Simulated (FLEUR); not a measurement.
# NbTe2: equation of state with PBEsol

Crystal: NbTe2.

```
CELL_PARAMETERS angstrom
3.72046 0.00000 0.00000
-1.86023 3.22202 0.00000
0.00000 0.00000 7.14827
ATOMIC_POSITIONS crystal
Te 0.33333 0.66667 0.25437
Te 0.66667 0.33333 0.74563
Nb 0.00000 0.00000 0.00000
```

Measurements of this composition are mostly on another form, of space group No. 12.

```json
{"Program": "FLEUR MaX-R8.1 (later development tree)", "Task": "equation of state", "Functional": "PBEsol", "Potentials or basis": "all-electron", "Basis": "FLAPW", "Kmax": "4.34 1/bohr", "k mesh": "8 × 8 × 4", "Occupations": "fermi-dirac, width 0.05 eV", "Spin": "no spin polarisation", "Gmax": "13.4 1/bohr", "Muffin-tin radii": "Te 2.26, Nb 2.51 bohr", "lmax": "Te 9, Nb 10", "lnonsphr": "Te 9, Nb 10", "Local orbitals a species": "Te 6, Nb 5"}
```

```json
{"Equilibrium volume": "27.27 Å³/atom", "Bulk modulus at fixed shape and positions": "84 GPa", "Pressure derivative of the bulk modulus": "4.3"}
```

Energy against volume, from the lowest point:
| volume (Å³/atom) | energy (meV/atom) |
| --- | --- |
| 26.849 | 1.51 |
| 27.421 | 0.00 |
| 27.992 | 4.47 |
| 28.563 | 14.47 |
| 29.134 | 29.30 |
| 29.706 | 48.53 |
| 30.277 | 71.60 |

Caveat: the cell was scaled at fixed shape and fractional positions, which overstates the stiffness of a crystal with free parameters, most of all of layers and chains; this functional lacks dispersion, which binds the layers, so the pressure and a relaxed spacing across them are unreliable. The run has no spin-orbit coupling, so splittings on Te are missing.
